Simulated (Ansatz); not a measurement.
# Si3N4: the cost of one run

Computed with Ansatz 0.2.0 (DFT r2SCAN, scalar-relativistic, plane waves, PAW, unless a step's input says otherwise).

## 1. Starting point

Symmetry: P31c, No. 159, trigonal system. The conventional cell has a = 7.765 Å, b = 7.765 Å, c = 5.628 Å, α = 90.00°, β = 90.00°, γ = 120.00°. Si (site symmetry 1) is surrounded by 4 N at 1.64 to 1.82 Å. Si (site symmetry 1) has 4 N at 1.71 to 1.93 Å as nearest neighbours. Around N (site symmetry 3) lie 3 Si at 1.72 Å. Around N (site symmetry 3) lie 3 Si at 1.74 Å. N (site symmetry 1) has 3 Si at 1.64 to 1.82 Å as nearest neighbours. N (site symmetry 1) has 3 Si at 1.71 to 1.93 Å as nearest neighbours.

As a file:

```xyz
28
Lattice="7.7650 0.0000 0.0000 -3.8825 6.7247 0.0000 0.0000 0.0000 5.6275" Properties=species:S:1:pos:R:3 pbc="T T T"
Si    3.6484    0.5481    1.0715
Si    5.4662    2.8856    1.0715
Si    2.5329    3.2911    1.0715
Si   -1.3496    3.4336    3.8852
Si   -0.2341    6.1766    3.8852
Si    1.5837    3.8391    3.8852
Si    0.3090    1.6946    5.5330
Si    2.2604    6.1450    5.5330
Si   -2.5694    5.6097    5.5330
Si    1.3131    1.1150    2.7192
Si    4.1915    5.0301    2.7192
Si    6.1429    0.5797    2.7192
N     0.0000    0.0000    5.4643
N     0.0000    0.0000    2.6506
N     0.0000    4.4831    3.5678
N     3.8825    2.2416    0.7541
N    -1.0254    6.4671    5.5037
N    -1.2055    2.6031    5.5037
N     2.2309    4.3791    5.5037
N     6.1134    2.3456    2.6899
N     2.8571    0.2576    2.6899
N     2.6770    4.1216    2.6899
N     1.0242    2.3846    1.2943
N     1.3053    6.4194    1.2943
N    -2.3295    4.6454    1.2943
N     1.5530    2.0793    4.1081
N     4.9067    4.3401    4.1081
N     5.1878    0.3053    4.1081
```

The structure rests on an entry of the Crystallography Open Database; cell or positions may have been set otherwise for this series.

## 2. Relaxing cell and atoms: Si3N4, no spin

input.yaml

```yaml
crystal:
  lattice:
    - [7.765, 0.0, 0.0]
    - [-3.8825, 6.7246872604, 0.0]
    - [0.0, 0.0, 5.6275]
  atoms:
    - { symbol: Si, position: [0.5106, 0.0815, 0.1904] }
    - { symbol: Si, position: [0.9185, 0.4291, 0.1904] }
    - { symbol: Si, position: [0.5709, 0.4894, 0.1904] }
    - { symbol: Si, position: [0.0815, 0.5106, 0.6904] }
    - { symbol: Si, position: [0.4291, 0.9185, 0.6904] }
    - { symbol: Si, position: [0.4894, 0.5709, 0.6904] }
    - { symbol: Si, position: [0.1658, 0.252, 0.9832] }
    - { symbol: Si, position: [0.748, 0.9138, 0.9832] }
    - { symbol: Si, position: [0.0862, 0.8342, 0.9832] }
    - { symbol: Si, position: [0.252, 0.1658, 0.4832] }
    - { symbol: Si, position: [0.9138, 0.748, 0.4832] }
    - { symbol: Si, position: [0.8342, 0.0862, 0.4832] }
    - { symbol: "N", position: [0.0, 0.0, 0.971] }
    - { symbol: "N", position: [0.0, 0.0, 0.471] }
    - { symbol: "N", position: [0.3333333333, 0.6666666667, 0.634] }
    - { symbol: "N", position: [0.6666666667, 0.3333333333, 0.134] }
    - { symbol: "N", position: [0.3488, 0.9617, 0.978] }
    - { symbol: "N", position: [0.0383, 0.3871, 0.978] }
    - { symbol: "N", position: [0.6129, 0.6512, 0.978] }
    - { symbol: "N", position: [0.9617, 0.3488, 0.478] }
    - { symbol: "N", position: [0.3871, 0.0383, 0.478] }
    - { symbol: "N", position: [0.6512, 0.6129, 0.478] }
    - { symbol: "N", position: [0.3092, 0.3546, 0.23] }
    - { symbol: "N", position: [0.6454, 0.9546, 0.23] }
    - { symbol: "N", position: [0.0454, 0.6908, 0.23] }
    - { symbol: "N", position: [0.3546, 0.3092, 0.73] }
    - { symbol: "N", position: [0.9546, 0.6454, 0.73] }
    - { symbol: "N", position: [0.6908, 0.0454, 0.73] }
scf:
  occupations: { method: fixed }
output:
  forces: true
  stress: true
hamiltonian:
  xc: r2scan
kpoints:
  mp_grid: { grid: [4, 4, 6] }
relax:
  f_tol: 0.002
  cell: { stress_tol: 0.02 }
```

Started as:

```bash
> ansatz run input.yaml --threads 8 --pin off --max-ram 20480MiB --backend cpu --events-out ev --progress --plain --runs-dir out
```

**Question.** How long does this run take on 8 threads of Intel Xeon Platinum 8259CL at 2.50GHz (Skylake/Cascade Lake), shared host, and how much memory does it need?

About 63 s, with a peak of 2.1 GiB.
